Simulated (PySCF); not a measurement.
# SVWN5/6-31G(d) (spherical functions) run of Ge2H6O2 (SMILES [OH][GeH2][GeH2][OH])

Aim: the vertical ionisation energy of Ge2H6O2 at SVWN5/6-31G* (spherical functions), from 2 runs. 

Program for the calculation: PySCF 2.14.0.

4 further runs of the same task are left out: 4 set aside as unsound or not needed.

### 1 The system as given

Ge2H6O2: 10 atoms, total charge 0, spin state singlet. SMILES: `[OH][GeH2][GeH2][OH]`. The coordinates come from a PBE0-D4/def2-TZVP relaxation. This is one conformer, not always the lowest.

Bond lengths: O1–Ge2 1.791 Å, Ge2–Ge3 2.444 Å, Ge3–O4 1.791 Å, O1–H5 0.960 Å, Ge2–H6 1.534 Å, Ge2–H7 1.547 Å, Ge3–H8 1.534 Å, Ge3–H9 1.547 Å, O4–H10 0.960 Å. Some angles: O1–Ge2–Ge3 109.9°, Ge2–Ge3–O4 109.9°, O1–Ge2–H6 103.9°, O1–Ge2–H7 109.4°, Ge3–Ge2–H6 113.2°, Ge3–Ge2–H7 110.2°, Ge2–O1–H5 112.5°, Ge2–Ge3–H8 113.2°, Ge2–Ge3–H9 110.2°, O4–Ge3–H8 103.9°.

### 2 A single-point energy at SVWN5/6-31G(d) (spherical functions)

geometry.xyz reads:

```xyz
10
Ge2H6O2
O     -0.309300     2.455000    -0.006400
Ge     0.600700     0.984100     0.456700
Ge    -0.721500    -1.006400    -0.054200
O      0.308500    -2.466700     0.057800
H     -0.425000     2.532100    -0.955900
H      0.860000     1.168500     1.957800
H      1.943500     0.946400    -0.311300
H     -1.840500    -1.265700     0.963100
H     -1.315400    -0.903200    -1.479200
H      0.981900    -2.495100    -0.625400
```

input.py reads:

```python
from pyscf import gto, dft

mol = gto.Mole()
mol.atom = 'geometry.xyz'
mol.basis = '6-31g*'
mol.max_memory = 1860
mol.verbose = 3
mol.charge = 0
mol.build()

mf = dft.RKS(mol)
mf.xc = 'svwn'
mf.conv_tol = 1e-10
mf.grids.level = 5
mf.kernel()
if not mf.converged:
    mf = mf.newton().run(mf.mo_coeff, mf.mo_occ)

e_final = mf.e_tot
print(f'total energy: {e_final:.8f} hartree')
```

Command:

```
$ OMP_NUM_THREADS=1 python input.py
```

The program printed:

```text
converged SCF energy = -4300.08852215517
total energy: -4300.08852216 hartree
```

It took 23 s on 1 thread of Arm Neoverse V1, shared host; peak memory 0.38 GiB.

### 3 The doublet cation at the same level

calc.py reads:

```python
from pyscf import gto, dft

molecule = gto.M(
    atom='''
O     -0.309300     2.455000    -0.006400
Ge     0.600700     0.984100     0.456700
Ge    -0.721500    -1.006400    -0.054200
O      0.308500    -2.466700     0.057800
H     -0.425000     2.532100    -0.955900
H      0.860000     1.168500     1.957800
H      1.943500     0.946400    -0.311300
H     -1.840500    -1.265700     0.963100
H     -1.315400    -0.903200    -1.479200
H      0.981900    -2.495100    -0.625400
''',
    max_memory=1860,
    charge=1,
    basis='6-31g*',
    verbose=4,
    spin=1,
)

calc0 = dft.UKS(molecule, xc='svwn')
calc0.grids.level = 5
calc0.conv_tol = 1e-10
calc0.kernel()
if not calc0.converged:
    calc0 = calc0.newton().run(calc0.mo_coeff, calc0.mo_occ)

e_tot = calc0.e_tot
print(f'total energy: {e_tot:.8f} hartree')
```

Command:

```
$ OMP_NUM_THREADS=1 python calc.py
```

The program printed:

```text
PySCF version 2.14.0

[... 118 lines left out ...]
converged SCF energy = -4299.76182140931  <S^2> = 0.75133037  2S+1 = 2.0013299
total energy: -4299.76182141 hartree
```

It took 45 s on 1 thread of Arm Neoverse V1, shared host; peak memory 0.37 GiB.

### 4 What came out

At SVWN5/6-31G* (spherical functions):

```
                                          quantity           value
                     singlet Ge2H6O2: total energy  -4300.08852 Eh
                    singlet Ge2H6O2: dipole moment          2.37 D
                      singlet Ge2H6O2: HOMO energy        -5.94 eV
                      singlet Ge2H6O2: LUMO energy        -1.58 eV
                    singlet Ge2H6O2: HOMO–LUMO gap         4.36 eV
                      doublet cation: total energy  -4299.76182 Eh
doublet cation: HOMO energy (highest over α and β)       -12.39 eV
 doublet cation: LUMO energy (lowest over α and β)       -11.85 eV
                              doublet cation: ⟨S²⟩           0.751
vertical ionisation energy (to the doublet cation)        8.890 eV
```

In words: Removing an electron at fixed nuclei costs 8.89 eV (858 kJ/mol). −ε(HOMO) before ionisation, 5.94 eV, is 2.95 eV below this ionisation energy. Mulliken charges (singlet Ge2H6O2) run from -0.63 on O1 to +0.42 on H5.
